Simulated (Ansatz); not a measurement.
# MoS2: the cost of one run

Method: DFT PBEsol, scalar-relativistic, plane waves, PAW, in Ansatz 0.2.0.

71 further runs of the same task are left out: 71 set aside as unsound or not needed.

**1. The structure to begin with**

It takes space group P6_3/mmc (No. 194, hexagonal). The conventional cell has a = 3.142 Å, b = 3.142 Å, c = 12.570 Å, α = 90.00°, β = 90.00°, γ = 120.00°. Around Mo (site symmetry -6m2) lie 6 S at 2.39 Å. S (site symmetry 3m) is surrounded by 3 Mo at 2.39 Å.

Coordinates:

```cif
data_structure
_symmetry_space_group_name_H-M 'P 1'
_symmetry_Int_Tables_number 1
_cell_length_a 3.1416
_cell_length_b 3.1416
_cell_length_c 12.5703
_cell_angle_alpha 90.000
_cell_angle_beta 90.000
_cell_angle_gamma 120.000
_cell_volume 107.45
loop_
_atom_site_label
_atom_site_type_symbol
_atom_site_fract_x
_atom_site_fract_y
_atom_site_fract_z
_atom_site_occupancy
Mo1 Mo 0.33333 0.66667 0.25000 1
Mo2 Mo 0.66667 0.33333 0.75000 1
S1 S 0.33333 0.66667 0.62599 1
S2 S 0.66667 0.33333 0.12599 1
S3 S 0.33333 0.66667 0.87401 1
S4 S 0.66667 0.33333 0.37401 1
```

This cell was relaxed beforehand with the same method: volume 17.91 Å³/atom, gap on the mesh 0.98 eV.

**2. Plan of the line**

The energy is mapped over the lattice constants a and c of the conventional cell.

The axes are (1) lattice constant a (and b): 11 values from 2.985 to 3.299 Å; (2) lattice constant c: 11 values from 11.942 to 13.199 Å.

Nothing else is relaxed (fractional coordinates fixed). Energies count from the relaxed crystal. Points are written as (first, second).

**3. Grid point (2.985 Å, 12.193 Å)**

The input, input.yaml:

```yaml
crystal:
  lattice:
    - [2.9846, 0.0, 0.0]
    - [-1.4923, 2.5847394201, 0.0]
    - [0.0, 0.0, 12.1932]
  atoms:
    - { symbol: Mo, position: [0.3333333333, 0.6666666667, 0.25] }
    - { symbol: Mo, position: [0.6666666667, 0.3333333333, 0.75] }
    - { symbol: S, position: [0.3333333333, 0.6666666667, 0.6259932117] }
    - { symbol: S, position: [0.6666666667, 0.3333333333, 0.1259932117] }
    - { symbol: S, position: [0.3333333333, 0.6666666667, 0.8740067883] }
    - { symbol: S, position: [0.6666666667, 0.3333333333, 0.3740067883] }
basis:
  ecutwfc: 420
kpoints:
  mp_grid: { grid: [12, 12, 2] }
hamiltonian:
  xc: pbesol
scf:
  occupations: { method: cold, width: 0.2 }
output:
  forces: true
  stress: true
  eigenvalues: true
```

On the command line:

```console
$ ansatz run input.yaml --threads 2 --pin off --max-ram 4096MiB --backend cpu --events-out ev --progress --plain --runs-dir out
```

Q: Estimate wall time and peak memory on 2 threads of AMD EPYC 7R43 (Zen 3), shared host.

About 2.8 s, with a peak of 0.44 GiB.
